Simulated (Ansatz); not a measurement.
Working through the interaction energy of a dimer with the counterpoise correction of H₄SSi₂, SMILES [SiH2]1[SiH2]S1

Program: Ansatz's Python interface.

At the Python prompt:
```pycon
>>> import ansatz as az
>>> config = {
...     "basis_set": "def2-SVPD",
...     "xc": "pbe0",
... }
>>> FIRST = [
...     ("Si", (-0.8773, -0.1618, -0.6504)),
...     ("Si", (0.7797, 0.4797, 0.6464)),
...     ("S", (0.4305, -1.5635, 0.0812)),
...     ("H", (-2.1951, -0.3472, -0.0747)),
...     ("H", (-0.796, -0.0367, -2.1592)),
...     ("H", (0.5802, 0.6573, 2.1108)),
...     ("H", (2.0783, 0.972, 0.0456)),
... ]
>>> SECOND = [
...     ("Si", (0.8969, 0.9538, -5.2769)),
...     ("Si", (0.0916, 1.9716, -3.5008)),
...     ("S", (0.7414, 2.9998, -5.2719)),
...     ("H", (2.2896, 0.5503, -5.2902)),
...     ("H", (-0.0157, 0.3137, -6.3045)),
...     ("H", (0.9713, 2.3101, -2.3487)),
...     ("H", (-1.4019, 2.1356, -3.3213)),
... ]
>>> def energy(atoms, ghosts=()):
...     molecule = az.Crystal.molecule()
...     for symbol, xyz in atoms:
...         molecule = molecule.atom(symbol, xyz)
...     calc = (
...         molecule.calculation()
...         .basis(gaussian=config["basis_set"])
...         .functional(config["xc"])
...     )
...     deck = calc.input()
...     if ghosts:
...         deck = deck.set(az.key.basis.gaussian.ghost_atoms, [{"symbol": s, "position_ang": list(xyz)} for s, xyz in ghosts])
...     return az.Session.from_dict(deck).plan().execute().report["free_energy_ev"]
...
>>> # ghost atoms carry the functions of the partner
>>> both = energy(FIRST + SECOND)
>>> alone = energy(FIRST) + energy(SECOND)
>>> ghosted = energy(FIRST, SECOND) + energy(SECOND, FIRST)
>>> print(f"dimer {both:.6f} eV")
dimer -53274.894007 eV
>>> print(f"interaction, uncorrected   {23.060548 * (both - alone):8.3f} kcal/mol")
interaction, uncorrected     -0.644 kcal/mol
>>> print(f"interaction, counterpoise  {23.060548 * (both - ghosted):8.3f} kcal/mol")
interaction, counterpoise     0.708 kcal/mol
>>> print(f"basis-set superposition    {23.060548 * (alone - ghosted):8.3f} kcal/mol")
basis-set superposition       1.352 kcal/mol
```

Uncorrected it is -0.644 kcal/mol, with the counterpoise correction 0.708 kcal/mol; the difference, 1.352 kcal/mol, is the superposition error. The sign changes with the correction, so this basis doesn't settle it.

Total energies depend on the basis set; only differences at equal settings carry meaning. The dimer is a generated trial pose of unrelaxed monomers, not a minimum, so the figure is no binding energy, and the basis set is small. This level lacks the dispersion part of the attraction (electrostatics and induction are there), which can decide the sign where the interaction is weak. Timing: 45 s on 1 thread of Arm Neoverse V1, with other jobs on the host, peak memory 0.78 GiB.
